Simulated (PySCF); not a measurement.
# H12RhO6 (+3): NMR shieldings, part 2 of 2

PySCF 2.14.0. Atoms count from 0. Earlier steps stand in the parts before.

## 4. NMR shieldings: PBE/pcJ-1 Rh:dyall-v2z, spin-free

Job settings and geometry (Å):

```
{"job": {"xc": "PBE", "basis": {"default": "pcJ-1", "Rh": "dyall-v2z"}, "rel": "sf", "kind": "hnmr"}, "charge": 3, "multiplicity": 1}
Rh    -0.018650    -0.006080     0.009600
O     -0.055030     0.101630     2.039440
H     -0.200330     0.985710     2.418690
H      0.643620    -0.325020     2.562720
O     -0.143230    -0.176800    -2.029520
H      0.029170    -1.045440    -2.429320
H      0.117700     0.510120    -2.661700
O      2.034840    -0.028640     0.062720
H      2.502560     0.630600     0.602680
H      2.557790    -0.153320    -0.746300
O     -2.050350     0.057890    -0.002750
H     -2.550700    -0.256480     0.769240
H     -2.503250    -0.247380    -0.807470
O     -0.126670     2.034940     0.031260
H     -1.031720     2.390060    -0.025290
H      0.437360     2.598590    -0.523030
O      0.072170    -2.048060     0.016420
H     -0.631920    -2.562050     0.445920
H      0.916630    -2.460280     0.266680
```

Method: PBE/pcJ-1 Rh:dyall-v2z GIAO NMR shielding, spin-free X2C, Gaussian nuclei, gas phase.

Output:

```text
spin-free SCF
coarse grid: 68920 points
cycle   1  E = -5228.9941978208  dE =  1.278e+01  |g| = 5.208e+00  |ddm| = 7.015e+00
cycle   2  E = -5076.7565213106  dE =  1.522e+02  |g| = 3.720e+01  |ddm| = 2.620e+01
cycle   3  E = -5190.5154235875  dE = -1.138e+02  |g| = 2.170e+01  |ddm| = 9.851e+00
cycle   4  E = -5209.3156179179  dE = -1.880e+01  |g| = 1.618e+01  |ddm| = 3.918e+00
cycle   5  E = -5222.5146467601  dE = -1.320e+01  |g| = 1.136e+01  |ddm| = 5.805e+00
cycle   6  E = -5226.4475152544  dE = -3.933e+00  |g| = 9.413e+00  |ddm| = 4.477e+00
cycle   7  E = -5230.2079762879  dE = -3.760e+00  |g| = 7.874e+00  |ddm| = 3.808e+00
cycle   8  E = -5231.2814147409  dE = -1.073e+00  |g| = 7.059e+00  |ddm| = 3.058e+00
cycle   9  E = -5233.5233466419  dE = -2.242e+00  |g| = 5.892e+00  |ddm| = 3.219e+00
cycle  10  E = -5212.9785576154  dE =  2.054e+01  |g| = 9.933e+00  |ddm| = 9.832e+00
cycle  11  E = -5240.2759490627  dE = -2.730e+01  |g| = 1.646e+00  |ddm| = 8.583e+00
cycle  12  E = -5240.5040198563  dE = -2.281e-01  |g| = 1.115e+00  |ddm| = 1.324e+00
cycle  13  E = -5240.6911218135  dE = -1.871e-01  |g| = 3.813e-01  |ddm| = 7.188e-01
cycle  14  E = -5240.7121087810  dE = -2.099e-02  |g| = 1.284e-01  |ddm| = 2.201e-01
cycle  15  E = -5240.7140936949  dE = -1.985e-03  |g| = 7.613e-02  |ddm| = 1.002e-01
cycle  16  E = -5240.7148874241  dE = -7.937e-04  |g| = 2.952e-02  |ddm| = 4.085e-02
cycle  17  E = -5240.7150167039  dE = -1.293e-04  |g| = 1.103e-02  |ddm| = 1.365e-02
cycle  18  E = -5240.7150359661  dE = -1.926e-05  |g| = 3.776e-03  |ddm| = 7.577e-03
cycle  19  E = -5240.7150382047  dE = -2.239e-06  |g| = 1.720e-03  |ddm| = 2.857e-03
final grid: 145936 points
cycle  20  E = -5240.7151254891  dE = -3.181e-07  |g| = 5.325e-03  |ddm| = 4.205e-03
cycle  21  E = -5240.7151079626  dE =  1.753e-05  |g| = 1.136e-02  |ddm| = 7.381e-03
cycle  22  E = -5240.7151279933  dE = -2.003e-05  |g| = 1.997e-03  |ddm| = 5.978e-03
cycle  23  E = -5240.7151279289  dE =  6.439e-08  |g| = 2.011e-03  |ddm| = 1.693e-03
cycle  24  E = -5240.7151285619  dE = -6.330e-07  |g| = 1.869e-04  |ddm| = 9.652e-04
cycle  25  E = -5240.7151285674  dE = -5.479e-09  |g| = 3.454e-05  |ddm| = 9.554e-05
converged SCF energy = -5240.7151285674
check of the scalar solution
cycle   1  E = -5240.7151285674  dE = -5.241e+03  |FDS-SDF| = 3.454e-05
cycle   2  E = -5240.7151285669  dE =  4.866e-10  |FDS-SDF| = 6.495e-05
converged, E = -5240.7151285669

Field gradients (au) and densities at the nuclei (bohr^-3)
atom        Vxx        Vyy        Vzz        centre      nuclear mean
  0 Rh    -0.0157    -0.1213     0.1370     119295.923     116958.842
  1 O      0.6155     1.1029    -1.7184        311.115        311.104
  2 H     -0.1652    -0.2297     0.3949          0.432          0.432
  3 H     -0.1697    -0.2307     0.4004          0.433          0.433
  4 O      0.6673     1.1590    -1.8264        311.021        311.010
  5 H     -0.1677    -0.2322     0.3999          0.431          0.431
  6 H     -0.1703    -0.2384     0.4087          0.433          0.433
  7 O      0.6174     1.1368    -1.7542        311.072        311.061
  8 H     -0.1669    -0.2320     0.3989          0.433          0.433
  9 H     -0.1685    -0.2331     0.4016          0.433          0.433
 10 O      0.6011     1.0935    -1.6946        311.099        311.089
 11 H     -0.1691    -0.2282     0.3973          0.431          0.431
 12 H     -0.1687    -0.2276     0.3963          0.430          0.430
 13 O      0.5921     1.1032    -1.6953        311.114        311.104
 14 H     -0.1651    -0.2264     0.3915          0.431          0.431
 15 H     -0.1709    -0.2317     0.4026          0.433          0.433
 16 O      0.6010     1.1010    -1.7020        311.110        311.099
 17 H     -0.1678    -0.2320     0.3998          0.432          0.432
 18 H     -0.1679    -0.2292     0.3971          0.432          0.432
without picture change
  0 Rh                           0.1307                    240156.468

Core orbital energies (eV)
atom   shell        mean    spread
  0 Rh 1s       -23017.555   0.000
  0 Rh 2s        -3351.623   0.000
  0 Rh 3s         -612.649   0.000
  0 Rh 4s          -98.792   0.000
  0 Rh 2p        -3006.526   0.012
  0 Rh 3p         -499.042   0.022
  0 Rh 4p          -66.720   0.097
  0 Rh 3d         -316.918   0.230

Shielding tensors (ppm)
atom      isotropic    diamagn.    paramagn.     s11        s22        s33       span
  0 Rh    -7267.46     4433.87   -11701.33   -7385.83   -7311.15   -7105.40     280.44
  1 O       380.02      383.38       -3.36     302.45     329.47     508.15     205.69
  2 H        27.94       26.44        1.50      19.63      21.01      43.18      23.56
  3 H        27.71       26.60        1.12      19.70      20.58      42.86      23.16
  4 O       382.55      384.64       -2.09     308.08     322.49     517.10     209.02
  5 H        27.92       26.64        1.28      19.50      20.86      43.41      23.91
  6 H        27.75       26.94        0.81      19.26      20.69      43.30      24.05
  7 O       387.32      384.31        3.01     305.84     338.35     517.76     211.93
  8 H        27.97       26.92        1.05      19.48      20.93      43.50      24.02
  9 H        27.87       26.90        0.97      19.39      20.88      43.35      23.96
 10 O       376.56      383.65       -7.09     302.80     320.36     506.51     203.71
 11 H        27.48       26.38        1.10      19.02      20.65      42.76      23.74
 12 H        27.63       26.29        1.34      19.31      20.58      43.01      23.71
 13 O       377.14      383.67       -6.53     301.38     324.74     505.31     203.92
 14 H        27.81       26.44        1.37      19.42      20.84      43.16      23.73
 15 H        27.51       26.85        0.66      19.28      20.57      42.69      23.41
 16 O       379.20      383.41       -4.22     302.67     331.55     503.37     200.70
 17 H        27.57       26.49        1.09      19.16      20.55      43.01      23.86
 18 H        27.81       26.57        1.23      19.39      21.12      42.91      23.52
```

It took 75 s on 1 thread of Intel Xeon 6975P-C, shared host; peak memory 1.9 GiB.

## 5. Shieldings side by side

```csv
run,Rh0,O4,O7,O16,O10,O1,O13,time
"step 2, PBE/pcJ-1 Rh:dyall-v2z, spin–orbit",-6454.2,400.9,404.5,393.8,391.0,394.4,391.3,3.3 min
"step 3, PBE/pcJ-1 Rh:dyall-v2z, spin–orbit (one-electron part alone)",-6380.0,403.9,407.2,395.8,393.1,396.4,393.3,2.5 min
"step 4, PBE/pcJ-1 Rh:dyall-v2z, spin-free",-7267.5,382.6,387.3,379.2,376.6,380.0,377.1,75 s
```

## 6. What came out

The summary covers parts 1 to 2.

| quantity | value |
| --- | --- |
| energy from spin-orbit coupling (step 2, PBE/pcJ-1 Rh:dyall-v2z, spin–orbit) | -0.4158 Eh |
| shieldings (step 2, PBE/pcJ-1 Rh:dyall-v2z, spin–orbit) | Rh0 -6454.2, O1 394.4, O4 400.9, O7 404.5, O10 391.0, O13 391.3, O16 393.8 ppm |
| energy from spin-orbit coupling (step 3, PBE/pcJ-1 Rh:dyall-v2z, spin–orbit (one-electron part alone)) | -0.4592 Eh |
| shieldings (step 3, PBE/pcJ-1 Rh:dyall-v2z, spin–orbit (one-electron part alone)) | Rh0 -6380.0, O1 396.4, O4 403.9, O7 407.2, O10 393.1, O13 393.3, O16 395.8 ppm |
| shieldings (step 4, PBE/pcJ-1 Rh:dyall-v2z, spin-free) | Rh0 -7267.5, O1 380.0, O4 382.6, O7 387.3, O10 376.6, O13 377.1, O16 379.2 ppm |

**Reading.** In step 2, Rh0 has the widest tensor, 282 ppm. Rh0 moves most between the runs, by 887 ppm; the labels say what changes from run to run. The geometry comes from tight binding, which is rough for metal atoms, and these values hang on it.
